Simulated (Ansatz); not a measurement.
# ScPd: response to strain

ScPd is deformed so: equal xx and yy strain of -2 %. What stress and forces result, by LAPW, PAW and all-electron datasets made for the crystal?

Method: DFT PBEsol, scalar-relativistic, in Ansatz 0.2.0.

**1. Starting point**

It takes space group Pm-3m (No. 221, cubic). Conventional cell: a = 3.283 Å, b = 3.283 Å, c = 3.283 Å, α = 90.00°, β = 90.00°, γ = 90.00°. Sc (site symmetry m-3m) is surrounded by 8 Pd at 2.84 Å. Around Pd (site symmetry m-3m) lie 8 Sc at 2.84 Å.

Structure file:

```xyz
2
Lattice="3.2830 0.0000 0.0000 0.0000 3.2830 0.0000 0.0000 0.0000 3.2830" Properties=species:S:1:pos:R:3 pbc="T T T"
Sc    1.6415    1.6415    1.6415
Pd    0.0000    0.0000    0.0000
```

Atoms are numbered in the order of the input: Sc1, Pd2.

**2. After the deformation**

Space group Pm-3m before, P4/mmm after.

**3. All-electron LAPW**

input.yaml

```yaml
crystal:
  lattice:
    - [3.21734, 0.0, 0.0]
    - [0.0, 3.21734, 0.0]
    - [0.0, 0.0, 3.283]
  atoms:
    - { symbol: Sc, position: [0.5, 0.5, 0.5] }
    - { symbol: Pd, position: [0.0, 0.0, 0.0] }
kpoints:
  mp_grid: { grid: [12, 12, 12] }
  band_path:
    path:
      - [0.0, 0.0, 0.0]
      - [0.0, 0.5, 0.0]
      - [0.5, 0.5, 0.0]
      - [0.0, 0.0, 0.0]
      - [0.0, 0.0, 0.5]
      - [0.0, 0.5, 0.5]
      - [0.5, 0.5, 0.5]
      - [0.0, 0.0, 0.5]
      - [0.0, 0.5, 0.0]
    npoints: 5
scf:
  occupations: { method: fermi_dirac, width: 0.05 }
hamiltonian:
  xc: pbesol
  pseudopotentials: { kind: all_electron, lapw: { basis_error: 0.00025 } }
output:
  forces: true
  stress: true
  eigenvalues: true
```

Launch:

```bash
$ ansatz run input.yaml --threads 1 --pin off --max-ram 3072MiB --backend cpu --events-out ev --progress --plain --runs-dir out
```

**4. Frozen-core PAW**

input.yaml

```yaml
crystal:
  lattice:
    - [3.21734, 0.0, 0.0]
    - [0.0, 3.21734, 0.0]
    - [0.0, 0.0, 3.283]
  atoms:
    - { symbol: Sc, position: [0.5, 0.5, 0.5] }
    - { symbol: Pd, position: [0.0, 0.0, 0.0] }
kpoints:
  mp_grid: { grid: [12, 12, 12] }
scf:
  occupations: { method: fermi_dirac, width: 0.05 }
hamiltonian:
  xc: pbesol
  pseudopotentials: { kind: paw }
output:
  forces: true
  stress: true
  eigenvalues: true
  efg: { contact_densities: true }
  write_density: true
  write_potential: true
  elf: true
  volumetric_format: npy
```

**5. Datasets made for this crystal**

Edit input.yaml of step 4 so:

```diff
@@ -14,3 +14,3 @@
   xc: pbesol
-  pseudopotentials: { kind: paw }
+  pseudopotentials: { kind: all_electron, datasets: crystal }
 output:
@@ -20,5 +20 @@
   efg: { contact_densities: true }
-  write_density: true
-  write_potential: true
-  elf: true
-  volumetric_format: npy
```

(Steps that only read results are left out.)

Before running it: what results should come out? Wanted: pressure; largest shear or deviatoric stress.

The runs gave:

| quantity | value |
| --- | --- |
| pressure | LAPW 3.47, PAW 3.47, crystal datasets 3.47 GPa |
| largest shear or deviatoric stress (LAPW) | 0.93 GPa |

In words: The largest part of the stress beyond the pressure is 0.93 GPa in size, in the zz component; the atoms are carried along and not relaxed. No run of the undeformed cell stands beside it, so the pressure holds what the given cell had before the change. PAW: stress within 0.01 GPa of LAPW. Crystal datasets: stress within 0.01 GPa of LAPW.
